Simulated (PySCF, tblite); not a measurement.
# C₅H₉BN₂O: geometry, infrared bands and NMR shifts

Wanted: the infrared bands and NMR shifts of C₅H₉BN₂O (`CCC#[N+][BH2-]OCC#N`), by calculation.

Programs: tblite 0.8.0 and PySCF 2.14.0, with density-fitted response routines of our own. Each step states its level of theory. These are calculated values for one molecule in the gas phase, unless marked as measured. Atoms are numbered from 0 throughout.

### Step 1. The molecule as given

18 atoms, charge 0, multiplicity 1; geometry from: force field or distance geometry start.

Bonds of the start (Å): C0–C1 1.53, C1–C2 1.50, C2–N3 1.14, N3–B4 1.48, B4–O5 1.47, O5–C6 1.41, C6–C7 1.45, C7–N8 1.17, C0–H9 1.12, C0–H10 1.11, C0–H11 1.10, C1–H12 1.09, C1–H13 1.10, B4–H14 1.20, B4–H15 1.20, C6–H16 1.11, C6–H17 1.13.

### Step 2. Optimising the geometry with GFN2-xTB

What the job is given:

```
{"job": {"kind": "relax", "xc": "GFN2-xTB", "basis": "xTB"}, "charge": 0, "multiplicity": 1}
C     -3.427100     0.099100    -0.781000
C     -2.196400     0.824300    -1.322900
C     -1.053500     0.111300    -0.666200
N     -0.177800    -0.416100    -0.163400
B      0.952500    -1.088900     0.520700
O      2.204200    -1.018400    -0.249900
C      2.878600     0.121000     0.247100
C      4.162700     0.345600    -0.394100
N      5.186900     0.506100    -0.936700
H     -4.292900     0.459900    -1.384100
H     -3.349400    -1.000500    -0.885200
H     -3.541600     0.316400     0.286900
H     -2.182300     0.701500    -2.404100
H     -2.175500     1.878000    -0.991100
H      1.082600    -0.548800     1.587000
H      0.688300    -2.234000     0.738200
H      2.242900     1.027600     0.169200
H      2.989100    -0.077600     1.353100
```

Command:

```bash
$ OMP_NUM_THREADS=1 python probes_run.py task.json out
```

The driver reads the jobs from task.json and runs them one after another.

**Question.** This job is followed by: GFN2-xTB harmonic vibrations, gas phase; GIAO PBE0/pcSseg-1 NMR shielding, non-relativistic, gas phase. What will the session give for the following? strongest single infrared mode (GFN2-xTB); zero-point energy (GFN2-xTB); 13C shifts against TMS (PBE0/pcSseg-1); 1H shifts against TMS (PBE0/pcSseg-1, means over atoms taken as alike); 15N shifts against NH3 (PBE0/pcSseg-1); 11B shifts against BF3·OEt2 (PBE0/pcSseg-1); 17O shifts against H2O (PBE0/pcSseg-1).

**Answer**, as computed:

| quantity | value |
| --- | --- |
| strongest single infrared mode (GFN2-xTB) | 2409 cm⁻¹, 224 km/mol |
| zero-point energy (GFN2-xTB) | 84.6 kcal/mol |
| 13C shifts against TMS (PBE0/pcSseg-1) | 129.6, 124.0, 55.4, 12.5, 12.4 ppm |
| 1H shifts against TMS (PBE0/pcSseg-1, means over atoms taken as alike) | 4.23, 2.80, 2.79, 1.51 ppm |
| 15N shifts against NH3 (PBE0/pcSseg-1) | 300.3, 237.7 ppm |
| 11B shifts against BF3·OEt2 (PBE0/pcSseg-1) | -12.9 ppm |
| 17O shifts against H2O (PBE0/pcSseg-1) | 40.2 ppm |

Over 141 steps the energy fell by 0.603 eV; of the close pairs, N3–B4 changed most, 1.483 to 1.556 Å. The lowest mode is slightly imaginary (10i cm⁻¹), a soft motion within the noise of the Hessian, so the minimum is not strictly shown. GFN2-xTB is a fitted tight-binding method: band positions and strengths are rough. Its intensities can rank the bands wrongly. H16, H17 (mean) (hydrogen on an sp3 CH2 bonded to O, α to a nitrile) lies farthest downfield among hydrogen, at 4.23 ppm; its carbon carries O, which withdraws density. At PBE0/pcSseg-1: The largest span, 486 ppm, is at N8, where the paramagnetic term is -372 ppm.
